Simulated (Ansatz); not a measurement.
# HC18O: the cost of one run

All numbers below are computed with Ansatz 0.2.0 (DFT PBE, plane waves, PAW, scalar-relativistic, collinear spin).

1 further run of the same task is left out (it didn't finish).

## 1. The structure to begin with

The cell holds 20 atoms (C18HO): a = 7.398 Å, b = 7.398 Å, c = 11.000 Å, α = 90.00°, β = 90.00°, γ = 120.00°.

Coordinates:

```cif
data_structure
_symmetry_space_group_name_H-M 'P 1'
_symmetry_Int_Tables_number 1
_cell_length_a 7.3980
_cell_length_b 7.3980
_cell_length_c 11.0000
_cell_angle_alpha 90.000
_cell_angle_beta 90.000
_cell_angle_gamma 120.000
_cell_volume 521.38
loop_
_atom_site_label
_atom_site_type_symbol
_atom_site_fract_x
_atom_site_fract_y
_atom_site_fract_z
_atom_site_occupancy
C1 C 0.00000 0.00000 0.09091 1
C2 C 0.22222 0.11111 0.09091 1
C3 C 0.00000 0.33333 0.09091 1
C4 C 0.22222 0.44444 0.09091 1
C5 C 0.00000 0.66667 0.09091 1
C6 C 0.22222 0.77778 0.09091 1
C7 C 0.33333 0.00000 0.09091 1
C8 C 0.55556 0.11111 0.09091 1
C9 C 0.33333 0.33333 0.09091 1
C10 C 0.55556 0.44444 0.09091 1
C11 C 0.33333 0.66667 0.09091 1
C12 C 0.55556 0.77778 0.09091 1
C13 C 0.66667 0.00000 0.09091 1
C14 C 0.88889 0.11111 0.09091 1
C15 C 0.66667 0.33333 0.09091 1
C16 C 0.88889 0.44444 0.09091 1
C17 C 0.66667 0.66667 0.09091 1
C18 C 0.88889 0.77778 0.09091 1
O1 O 0.09787 0.71604 0.21000 1
H1 H 0.14469 0.73988 0.29455 1
```

## 2. End point A

input.yaml

```yaml
crystal:
  lattice:
    - [7.398, 0.0, 0.0]
    - [-3.699, 6.406856, 0.0]
    - [0.0, 0.0, 11.0]
  atoms:
    - { symbol: C, position: [0.0, 0.0, 0.0909091] }
    - { symbol: C, position: [0.2222222, 0.1111111, 0.0909091] }
    - { symbol: C, position: [0.0, 0.3333333, 0.0909091] }
    - { symbol: C, position: [0.2222222, 0.4444444, 0.0909091] }
    - { symbol: C, position: [0.0, 0.6666667, 0.0909091] }
    - { symbol: C, position: [0.2222222, 0.7777778, 0.0909091] }
    - { symbol: C, position: [0.3333333, 0.0, 0.0909091] }
    - { symbol: C, position: [0.5555556, 0.1111111, 0.0909091] }
    - { symbol: C, position: [0.3333333, 0.3333333, 0.0909091] }
    - { symbol: C, position: [0.5555556, 0.4444444, 0.0909091] }
    - { symbol: C, position: [0.3333333, 0.6666667, 0.0909091] }
    - { symbol: C, position: [0.5555556, 0.7777778, 0.0909091] }
    - { symbol: C, position: [0.6666667, 0.0, 0.0909091] }
    - { symbol: C, position: [0.8888889, 0.1111111, 0.0909091] }
    - { symbol: C, position: [0.6666667, 0.3333333, 0.0909091] }
    - { symbol: C, position: [0.8888889, 0.4444444, 0.0909091] }
    - { symbol: C, position: [0.6666667, 0.6666667, 0.0909091] }
    - { symbol: C, position: [0.8888889, 0.7777778, 0.0909091] }
    - { symbol: O, position: [0.0978671, 0.7160427, 0.21], spin: 1.0 }
    - { symbol: H, position: [0.1446893, 0.7398816, 0.2945455] }
magnetization:
  spin_polarized: true
basis:
  ecutwfc: 420.0
kpoints:
  mp_grid: { grid: [2, 2, 1] }
hamiltonian:
  xc: pbe
  pseudopotentials: { kind: paw, azcp: { folder: soft_1 } }
scf:
  occupations: { method: gaussian, width: 0.02 }
  lower_state_search: "off"
relax:
  f_tol: 0.03
  max_steps: 60
  adjacent_minimum: "off"
output:
  write_density: true
  write_potential: true
  elf: true
  volumetric_format: npy
```

Started as:

```sh
> ansatz run input.yaml --threads 2 --pin off --max-ram 5120MiB --backend cpu --events-out ev --progress --plain --runs-dir out
```

**Question.** How long does this run take on 2 threads of Intel Xeon 6975P-C (Granite Rapids), shared host, and how much memory does it need?

About 85 s, with a peak of 0.94 GiB.
